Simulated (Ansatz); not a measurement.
# C4H3F3: how energies converge with the basis set

The task here is to estimate one member of a computed series from the others.

Program: Ansatz 0.2.0, Gaussian basis. Level of theory: one geometry, several basis sets. These are calculated values, not measurements.

Levels to be run: PBE0-D4/def2-SVP; ωB97M-V/def2-SVP; PBE0-D4/def2-QZVPP; ωB97M-V/def2-QZVPP; the functionals' def2-TZVPP values are taken from earlier runs.

## Structure used throughout

All runs share one geometry, relaxed beforehand with PBE0-D4 in a triple-zeta def2 set.

10 atoms, charge 0, spin multiplicity 1.

Atoms are counted from 1 here; the program's logs count them from 0.

Bond lengths: F1–C2 1.311 Å, C2–C3 1.330 Å, C2–C6 1.491 Å, C3–C4 1.503 Å, C3–H8 1.080 Å, C4–F5 1.375 Å, C4–C6 1.552 Å, C4–H9 1.092 Å, C6–F7 1.370 Å, C6–H10 1.092 Å. Angles: F1–C2–C3 134.0°, F1–C2–C6 129.0°, C3–C2–C6 97.0°, C2–C3–C4 91.3°, C2–C3–H8 135.8°, C4–C3–H8 132.8°, C3–C4–F5 115.5°, C3–C4–C6 87.6°, C3–C4–H9 116.7°, F5–C4–C6 114.7°, F5–C4–H9 108.2°, C6–C4–H9 113.1°, C2–C6–C4 83.6°, C2–C6–F7 116.5°, C2–C6–H10 116.6°, C4–C6–F7 116.5°, C4–C6–H10 113.1°, F7–C6–H10 108.9°.

Set-up of the first run:

The input, in.yaml:

```yaml
crystal:
  periodic: [false, false, false]
  atoms:
    - {symbol: F, position_ang: [-0.061633, -0.935100, -2.217988]}
    - {symbol: C, position_ang: [-0.075048, -0.528680, -0.971324]}
    - {symbol: C, position_ang: [-0.284031, -1.132937, 0.194710]}
    - {symbol: C, position_ang: [0.064443, 0.120998, 0.946688]}
    - {symbol: F, position_ang: [-0.920318, 0.608910, 1.773304]}
    - {symbol: C, position_ang: [0.172183, 0.837259, -0.426126]}
    - {symbol: F, position_ang: [1.382409, 1.404669, -0.724937]}
    - {symbol: H, position_ang: [-0.585083, -2.119918, 0.512682]}
    - {symbol: H, position_ang: [1.004836, 0.115161, 1.501824]}
    - {symbol: H, position_ang: [-0.614459, 1.578338, -0.585833]}
basis:
  gaussian: {orbitals: def2-SVP}
hamiltonian: {xc: pbe0, dispersion: d4}
output: {orbitals: {seedname: orbitals}}
```

The run is started by

```
ansatz run in.yaml --threads 4 --pin off --events-out ev --progress --plain --max-ram 10444MiB
```

Steps of the session up to this table: PBE0-D4 in def2-SVP; ωB97M-V in def2-SVP; PBE0-D4 in def2-QZVPP; ωB97M-V in def2-QZVPP.

One table of the session follows, with a row left open; its other results are not shown here.

It belongs to the step «Density functionals: the series». 

```
functional       basis  HOMO (eV)  LUMO (eV)
   PBE0-D4    def2-SVP      -8.29      -0.35
   PBE0-D4  def2-TZVPP      -8.37      -0.52
   PBE0-D4  def2-QZVPP      -8.41      -0.61
   ωB97M-V    def2-SVP          ?          ?
   ωB97M-V  def2-TZVPP     -10.59       1.64
   ωB97M-V  def2-QZVPP     -10.64       1.44
```

Estimate the missing values for ωB97M-V, def2-SVP.

The run gave: HOMO (eV): -10.50; LUMO (eV): 1.91. In the column «HOMO (eV)» it lies between ωB97M-V, def2-TZVPP (-10.59) and PBE0-D4, def2-QZVPP (-8.41).
